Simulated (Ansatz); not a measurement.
# BBrGeH₄: up Jacob's ladder to CCSD(T)

One table from this session's results is given with a row withheld; the runs are named, their logs left out.

Program: Ansatz 0.2.0, Gaussian basis. Level of theory: functionals in def2-TZVPP, the program's frozen cores in correlated methods. These are calculated values, not measurements.

The runs, in order: LDA (SPW92), PBE-D4, revPBE-D4, BLYP-D4, r2SCAN-D4, B97M-V, PBE0-D4, B3LYP-D4, r2SCANh-D4, r2SCAN0-D4, HSE06-D4, BHLYP-D4, CAM-B3LYP-D4, LC-ωPBE, ωB97X-V, ωB97M-V, B2PLYP, PBE-QIDH; CCSD(T)/def2-SVP; CCSD(T)/def2-TZVPP; MP2/def2-QZVPP; extrapolation to the limit; RPA on PBE.

### The relaxed structure

An earlier PBE0-D4 in a triple-zeta def2 set relaxation fixed the geometry.

SMILES `[BH2][GeH2][Br]`, 7 atoms, charge 0, spin multiplicity 1.

Atoms are counted from 1 here; the program's logs count them from 0.

Bond lengths: B1–Ge2 2.054 Å, B1–H4 1.195 Å, B1–H5 1.191 Å, Ge2–Br3 2.323 Å, Ge2–H6 1.539 Å, Ge2–H7 1.539 Å. Angles: Ge2–B1–H4 118.5°, Ge2–B1–H5 121.7°, H4–B1–H5 119.8°, B1–Ge2–Br3 111.2°, B1–Ge2–H6 112.5°, B1–Ge2–H7 112.7°, Br3–Ge2–H6 105.7°, Br3–Ge2–H7 105.7°, H6–Ge2–H7 108.5°.

The first run:

in.yaml

```yaml
crystal:
  periodic: [false, false, false]
  atoms:
    - {symbol: B, position_ang: [-1.063892, -0.117425, -0.727447]}
    - {symbol: Ge, position_ang: [0.613787, -0.115431, 0.457629]}
    - {symbol: Br, position_ang: [1.642291, 1.968005, 0.457215]}
    - {symbol: H, position_ang: [-1.689001, -1.130310, -0.829193]}
    - {symbol: H, position_ang: [-1.421286, 0.859708, -1.307104]}
    - {symbol: H, position_ang: [0.295386, -0.423662, 1.931455]}
    - {symbol: H, position_ang: [1.683816, -1.108984, -0.028255]}
basis:
  gaussian: {orbitals: def2-TZVPP}
hamiltonian: {xc: lda}
output: {orbitals: {seedname: orbitals}}
```

The run is started by

```sh
$ ansatz run in.yaml --threads 2 --pin off --events-out ev --progress --plain --max-ram 4352MiB
```

Among the steps run: LDA; PBE-D4 (GGA); revPBE-D4 (GGA); BLYP-D4 (GGA); r2SCAN-D4 (meta-GGA); B97M-V (meta-GGA); PBE0-D4 (hybrid); B3LYP-D4 (hybrid); r2SCANh-D4 (hybrid); r2SCAN0-D4 (hybrid); HSE06-D4 (hybrid); BHLYP-D4 (hybrid); CAM-B3LYP-D4 (range-separated); LC-ωPBE (range-separated); ωB97X-V (range-separated); ωB97M-V (range-separated); B2PLYP (double hybrid); PBE-QIDH (double hybrid).

One of the session's tables, all rows but one given; the rest of the session is left out.

It belongs to the step «Orbital energies across the functionals». 

```
  functional  HOMO (eV)  LUMO (eV)  gap (eV)
 LDA (SPW92)      -6.77      -4.13      2.64
      PBE-D4      -6.65      -3.85      2.80
   revPBE-D4      -6.61      -3.73      2.88
     BLYP-D4      -6.49      -3.68      2.80
   r2SCAN-D4      -6.95      -3.50      3.45
      B97M-V      -7.06      -3.62      3.45
     PBE0-D4      -7.88      -2.84      5.04
    B3LYP-D4      -7.63      -3.05      4.58
  r2SCANh-D4      -7.40      -3.16      4.24
  r2SCAN0-D4          ?          ?         ?
    HSE06-D4      -7.48      -3.23      4.26
    BHLYP-D4      -8.97      -1.78      7.19
CAM-B3LYP-D4      -9.18      -1.72      7.46
     LC-ωPBE     -10.55      -0.49     10.05
     ωB97X-V     -10.20      -0.61      9.58
     ωB97M-V     -10.04      -0.87      9.17
```

Q: Estimate the row for r2SCAN0-D4 from the others.

Worked estimate for «HOMO (eV)». Against the share of exact exchange, r2SCAN-D4 (0, -6.95), r2SCANh-D4 (0.1, -7.40) give a slope of -4.50 per unit share; at 0.25 the line stands at -8.07.

As computed: HOMO (eV): -8.08; LUMO (eV): -2.65; gap (eV): 5.43. In «HOMO (eV)» the line misses by +0.01.
